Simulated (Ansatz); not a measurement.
# H7NOSi2Zn: basis-set convergence

An exercise on one series of results from a longer session: the logs are not shown, and one member is left open.

The runs use Ansatz 0.2.0, Gaussian basis; one geometry, several basis sets.

The runs, in order: PBE0-D4/def2-SVP; ωB97M-V/def2-SVP; PBE0-D4/def2-QZVPP; ωB97M-V/def2-QZVPP; the functionals' def2-TZVPP values are taken from earlier runs.

### The geometry

An earlier PBE0-D4 in a triple-zeta def2 set relaxation fixed the geometry.

SMILES `[OH][Zn][N]([SiH3])[SiH3]`, 12 atoms, charge 0, spin multiplicity 1.

Atoms are counted from 1 here; the program's logs count them from 0.

Bond lengths: O1–Zn2 1.766 Å, O1–H6 0.959 Å, Zn2–N3 1.822 Å, N3–Si4 1.724 Å, N3–Si5 1.724 Å, Si4–H7 1.491 Å, Si4–H8 1.490 Å, Si4–H9 1.491 Å, Si5–H10 1.491 Å, Si5–H11 1.490 Å, Si5–H12 1.490 Å. Angles: Zn2–O1–H6 115.4°, O1–Zn2–N3 176.1°, Zn2–N3–Si4 118.3°, Zn2–N3–Si5 118.3°, Si4–N3–Si5 123.4°, N3–Si4–H7 111.9°, N3–Si4–H8 112.0°, N3–Si4–H9 108.6°, H7–Si4–H8 107.5°, H7–Si4–H9 108.4°, H8–Si4–H9 108.4°, N3–Si5–H10 108.6°, N3–Si5–H11 111.9°, N3–Si5–H12 112.0°, H10–Si5–H11 108.4°, H10–Si5–H12 108.4°, H11–Si5–H12 107.5°.

As a file:

```
O     0.1042    3.3771    0.7463
Zn    0.0365    1.6579    0.3471
N     0.0469   -0.1356    0.0264
Si   -1.1096   -1.1184    0.8441
Si    1.1959   -0.7578   -1.0982
H    -0.4433    3.9474    0.2040
H    -1.9996   -1.8385   -0.1104
H    -0.4601   -2.1423    1.7101
H    -1.9543   -0.2412    1.7045
H     2.0030    0.3777   -1.6296
H     0.5348   -1.4432   -2.2449
H     2.1226   -1.7382   -0.4654
```

Set-up of the first run:

in.yaml

```yaml
crystal:
  periodic: [false, false, false]
  atoms:
    - {symbol: O, position_ang: [0.104152, 3.377118, 0.746336]}
    - {symbol: Zn, position_ang: [0.036450, 1.657946, 0.347134]}
    - {symbol: N, position_ang: [0.046851, -0.135649, 0.026357]}
    - {symbol: Si, position_ang: [-1.109642, -1.118376, 0.844087]}
    - {symbol: Si, position_ang: [1.195860, -0.757838, -1.098197]}
    - {symbol: H, position_ang: [-0.443277, 3.947448, 0.204034]}
    - {symbol: H, position_ang: [-1.999563, -1.838532, -0.110397]}
    - {symbol: H, position_ang: [-0.460076, -2.142331, 1.710067]}
    - {symbol: H, position_ang: [-1.954334, -0.241225, 1.704485]}
    - {symbol: H, position_ang: [2.003022, 0.377651, -1.629581]}
    - {symbol: H, position_ang: [0.534821, -1.443159, -2.244890]}
    - {symbol: H, position_ang: [2.122636, -1.738154, -0.465436]}
basis:
  gaussian: {orbitals: def2-SVP}
hamiltonian: {xc: pbe0, dispersion: d4}
output: {orbitals: {seedname: orbitals}}
```

Launch:

```console
> ansatz run in.yaml --threads 4 --pin off --events-out ev --progress --plain --max-ram 11315MiB
```

Steps of the session up to this table: PBE0-D4 in def2-SVP; ωB97M-V in def2-SVP; PBE0-D4 in def2-QZVPP; ωB97M-V in def2-QZVPP.

One table of the session follows, with a row left open; its other results are not shown here.

It belongs to the step «Density functionals: the series». 

| functional | basis | HOMO (eV) |
| --- | --- | --- |
| PBE0-D4 | def2-SVP | -7.35 |
| PBE0-D4 | def2-TZVPP | -7.55 |
| PBE0-D4 | def2-QZVPP | -7.56 |
| ωB97M-V | def2-SVP | -9.57 |
| ωB97M-V | def2-TZVPP | -9.82 |
| ωB97M-V | def2-QZVPP | ? |

Estimate the missing values for ωB97M-V, def2-QZVPP.

As computed: HOMO (eV): -9.83. In the column «HOMO (eV)» it is the lowest.
